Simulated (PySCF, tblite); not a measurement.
# C₇H₈N radical: geometry, infrared bands and EPR parameters

Aim: predict the infrared bands and EPR parameters of C₇H₈N radical (`NCC1=C[C@@H]2C=C[C]12`).

Computed with tblite 0.8.0 and PySCF 2.14.0, with density-fitted response routines of our own, on a single molecule in the gas phase. Atoms are numbered from 0 throughout.

## Step 1: The starting structure

16 atoms, charge 0, multiplicity 2; geometry from: force field or distance geometry start.

Bonds of the start (Å): N0–C1 1.45, C1–C2 1.49, C2–C3 1.34, C3–C4 1.46, C4–C5 1.45, C5–C6 1.33, C6–C7 1.46, C7–C2 1.48, C7–C4 1.49, N0–H8 1.06, N0–H9 1.04, C1–H10 1.10, C1–H11 1.11, C3–H12 1.06, C4–H13 1.10, C5–H14 1.10, C6–H15 1.12.

## Step 2: Optimising the geometry with GFN2-xTB

The job: settings as JSON, then the geometry in Å.

```
{"job": {"kind": "relax", "xc": "GFN2-xTB", "basis": "xTB"}, "charge": 0, "multiplicity": 2}
N      2.167300    -0.020200     1.149200
C      1.745300    -0.745400    -0.028400
C      0.314900    -0.502800    -0.361900
C     -0.284100     0.006700    -1.449200
C     -1.592800    -0.164000    -0.830300
C     -2.131300     0.896900     0.002800
C     -1.557300     0.401500     1.090600
C     -0.944300    -0.723500     0.387500
H      1.408100     0.632300     1.482500
H      3.034400     0.498000     0.920400
H      2.434600    -0.465000    -0.833900
H      1.903400    -1.834000     0.148500
H      0.116100     0.368000    -2.365600
H     -2.304300    -0.853500    -1.314800
H     -2.757400     1.782000    -0.169200
H     -1.560100     0.731900     2.160400
```

Command:

```sh
$ OMP_NUM_THREADS=1 python probes_run.py task.json out
```

This one command runs all jobs of the session in turn.

**Question.** This job is followed by: GFN2-xTB harmonic vibrations, gas phase; UKS B3LYP, pcH-1 on C H N, non-relativistic, mean-field spin-orbit, GIAO. Predict these results of the whole session: strongest single infrared mode (GFN2-xTB); zero-point energy (GFN2-xTB); g(iso) (B3LYP); ⟨S²⟩; largest a(iso) (averaged by class); surface potential, 1st and 99th percentile.

**Answer**, as computed:

```
                                 quantity                 value
strongest single infrared mode (GFN2-xTB)  967 cm⁻¹, 203 km/mol
             zero-point energy (GFN2-xTB)         79.9 kcal/mol
                           g(iso) (B3LYP)               2.00261
                                     ⟨S²⟩    0.772 (exact 0.75)
       largest a(iso) (averaged by class)  13C on C7, 245.9 MHz
    surface potential, 1st and 99th percentile    -1.68 V and 1.33 V
```

**Reading.** The optimisation took 88 steps and gained 0.756 eV; among the close pairs (by a distance rule), C4–C5 changed most, from 1.452 to 1.517 Å. No mode is imaginary among the 42: a minimum at this level. The strongest single mode, at 967 cm⁻¹, is spread over many atoms; the largest shares are those of N0, H8. GFN2-xTB is a fitted tight-binding method: band positions and strengths are rough. Its intensities can rank the bands wrongly. The largest share of the spin, 0.76 e, sits on C7. The isotropic g lies 0.3 ppt above the free-electron value.
